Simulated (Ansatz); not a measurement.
# Si2H4ClO2F: basis-set convergence

Aim: see how fast density functionals converge with the basis set for Si2H4ClO2F.

Program: Ansatz 0.2.0, Gaussian basis. Level of theory: one geometry, several basis sets. These are calculated values, not measurements.

Plan: PBE0-D4/def2-SVP; ωB97M-V/def2-SVP; PBE0-D4/def2-QZVPP; ωB97M-V/def2-QZVPP; the functionals' def2-TZVPP values are taken from earlier runs.

## Step 1: The relaxed structure

The geometry comes from an earlier relaxation with PBE0-D4 in a triple-zeta def2 set; it is a stationary point, not always the lowest conformer.

10 atoms, charge 0, spin multiplicity 1.

Atoms are counted from 1 here; the program's logs count them from 0.

Bond lengths: O1–Si2 1.635 Å, O1–H7 0.961 Å, Si2–F3 1.600 Å, Si2–Si4 2.354 Å, Si2–H8 1.480 Å, Si4–O5 1.638 Å, Si4–Cl6 2.079 Å, Si4–H9 1.478 Å, O5–H10 0.959 Å. Angles: Si2–O1–H7 116.8°, O1–Si2–F3 111.3°, O1–Si2–Si4 108.1°, O1–Si2–H8 106.0°, F3–Si2–Si4 107.3°, F3–Si2–H8 107.6°, Si4–Si2–H8 116.6°, Si2–Si4–O5 113.7°, Si2–Si4–Cl6 102.0°, Si2–Si4–H9 117.4°, O5–Si4–Cl6 110.6°, O5–Si4–H9 105.5°, Cl6–Si4–H9 107.4°, Si4–O5–H10 118.7°.

Geometry (Å):

```xyz
10
charge 0, multiplicity 1
O    -0.5294    0.3154   -1.9893
Si   -0.4829   -0.8457   -0.8396
F     0.4024   -2.0929   -1.3086
Si    0.5429    0.0611    1.0750
O    -0.4677    0.9554    2.0036
Cl    2.0264    1.2580    0.2463
H     0.2572    0.8580   -2.0896
H    -1.8758   -1.3204   -0.6843
H     1.2014   -0.8812    2.0037
H    -0.9916    1.6411    1.5856
```

## Step 2: PBE0-D4 in def2-SVP

Input file in.yaml:

```yaml
crystal:
  periodic: [false, false, false]
  atoms:
    - {symbol: O, position_ang: [-0.529422, 0.315363, -1.989263]}
    - {symbol: Si, position_ang: [-0.482937, -0.845666, -0.839560]}
    - {symbol: F, position_ang: [0.402431, -2.092897, -1.308585]}
    - {symbol: Si, position_ang: [0.542880, 0.061082, 1.075040]}
    - {symbol: O, position_ang: [-0.467689, 0.955365, 2.003561]}
    - {symbol: Cl, position_ang: [2.026429, 1.257965, 0.246349]}
    - {symbol: H, position_ang: [0.257193, 0.858036, -2.089613]}
    - {symbol: H, position_ang: [-1.875763, -1.320379, -0.684326]}
    - {symbol: H, position_ang: [1.201450, -0.881164, 2.003686]}
    - {symbol: H, position_ang: [-0.991572, 1.641096, 1.585611]}
basis:
  gaussian: {orbitals: def2-SVP}
hamiltonian: {xc: pbe0, dispersion: d4}
output: {orbitals: {seedname: orbitals}}
```

Command:

```
$ ansatz run in.yaml --threads 4 --pin off --events-out ev --progress --plain --max-ram 10444MiB
```

The runs that follow: ωB97M-V in def2-SVP; PBE0-D4 in def2-QZVPP; ωB97M-V in def2-QZVPP.

Before running them: what should the planned runs give, taken together? Wanted: PBE0-D4: double and triple zeta above quadruple; ωB97M-V: double and triple zeta above quadruple.

The runs gave:

| quantity | value |
| --- | --- |
| PBE0-D4: double and triple zeta above quadruple | 20.37, 1.32 eV |
| ωB97M-V: double and triple zeta above quadruple | 20.42, 1.24 eV |

In words: PBE0-D4 gains 19.05 eV from double to triple zeta, then 1.32 eV more. Total energies overstate the basis error of differences, where much of it tends to cancel. The LUMO of ωB97M-V is positive and keeps falling with the basis (1.44 to 0.68 eV): an unbound level that the basis holds in place.
